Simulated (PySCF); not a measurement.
# CeH8N3O (Ce(NH2)3(H2O)+): the cost of one run

The runs use PySCF 2.14.0; PBE0, Ce lcecp-2-SVP with ECP46, N def2-SVP, H def2-SVP, O def2-SVP; scalar-relativistic core potentials, no spin–orbit coupling.

1 further run of the same task is left out (for a known fault of the program).

**1. Where the work starts**

13 atoms, charge 1, spin multiplicity 1.

Bond lengths: Ce1–N2 2.221 Å, Ce1–H3 2.931 Å, Ce1–H4 2.931 Å, Ce1–N5 2.221 Å, Ce1–H6 2.931 Å, Ce1–H7 2.931 Å, Ce1–N8 2.221 Å, Ce1–H9 2.931 Å, Ce1–H10 2.931 Å, Ce1–O11 2.408 Å, N2–H3 1.018 Å, N2–H4 1.018 Å, N5–H6 1.018 Å, N5–H7 1.018 Å, N8–H9 1.018 Å, N8–H10 1.018 Å, O11–H12 0.970 Å, O11–H13 0.970 Å. Angles: N2–Ce1–H3 16.5°, N2–Ce1–H4 16.5°, N2–Ce1–N5 109.5°, N2–Ce1–H6 108.6°, N2–Ce1–H7 108.6°, N2–Ce1–N8 109.5°, N2–Ce1–H9 123.4°, N2–Ce1–H10 95.1°, N2–Ce1–O11 109.5°, H3–Ce1–H4 32.9°, H3–Ce1–N5 108.6°, H3–Ce1–H6 112.8°, H3–Ce1–H7 103.1°, H3–Ce1–N8 95.1°, H3–Ce1–H9 107.9°, H3–Ce1–H10 82.1°, H3–Ce1–O11 123.4°, H4–Ce1–N5 108.6° and more.

As a file:

```
Ce    0.0000    0.0000    0.0000
N     1.2822    1.2822    1.2822
H     2.2097    1.0359    1.6228
H     1.0359    2.2097    1.6228
N    -1.2822   -1.2822    1.2822
H    -2.2097   -1.0359    1.6228
H    -1.0359   -2.2097    1.6228
N     1.2822   -1.2822   -1.2822
H     1.0359   -2.2097   -1.6228
H     2.2097   -1.0359   -1.6228
O    -1.3900    1.3900   -1.3900
H    -2.0450    2.0450   -1.1019
H    -1.4163    1.4163   -2.3593
```

Formal oxidation states: Ce +4. The 4f shell is empty and lies in the core potential.

**2. SCF at the start, singlet**

Input file run.py (the lines that set the calculation):

```python
mol = gto.M(atom='''
Ce     0.00000     0.00000     0.00000
N      1.28220     1.28220     1.28220
H      2.20970     1.03590     1.62280
H      1.03590     2.20970     1.62280
N     -1.28220    -1.28220     1.28220
H     -2.20970    -1.03590     1.62280
H     -1.03590    -2.20970     1.62280
N      1.28220    -1.28220    -1.28220
H      1.03590    -2.20970    -1.62280
H      2.20970    -1.03590    -1.62280
O     -1.39000     1.39000    -1.39000
H     -2.04500     2.04500    -1.10190
H     -1.41630     1.41630    -2.35930''',
    basis={'Ce': 'lcecp-2-SVP', 'N': 'def2-SVP', 'H': 'def2-SVP', 'O': 'def2-SVP'},
    ecp={'Ce': 'lcecp-2-SVP'},
    charge=1, spin=0)
mf = dft.RKS(mol, xc='PBE0')
mf.grids.atom_grid = (50, 194)  # f atoms: unpruned, at least (60, 302)
mf = mf.density_fit()  # fitting sets: Ce AutoAux, N def2-universal-JKFIT, H def2-universal-JKFIT, O def2-universal-JKFIT
mf.conv_tol = 1e-08; mf.max_cycle = 55
mf.kernel(dm0)  # dm0: free metal ions and neutral atoms
```

Command:

```sh
$ OMP_NUM_THREADS=2 python run.py
```

**Question.** How long does this run take on 2 threads of Arm Neoverse V1, shared host, and how much memory does it need?

About 4.5 s, with a peak of 0.8 GiB.
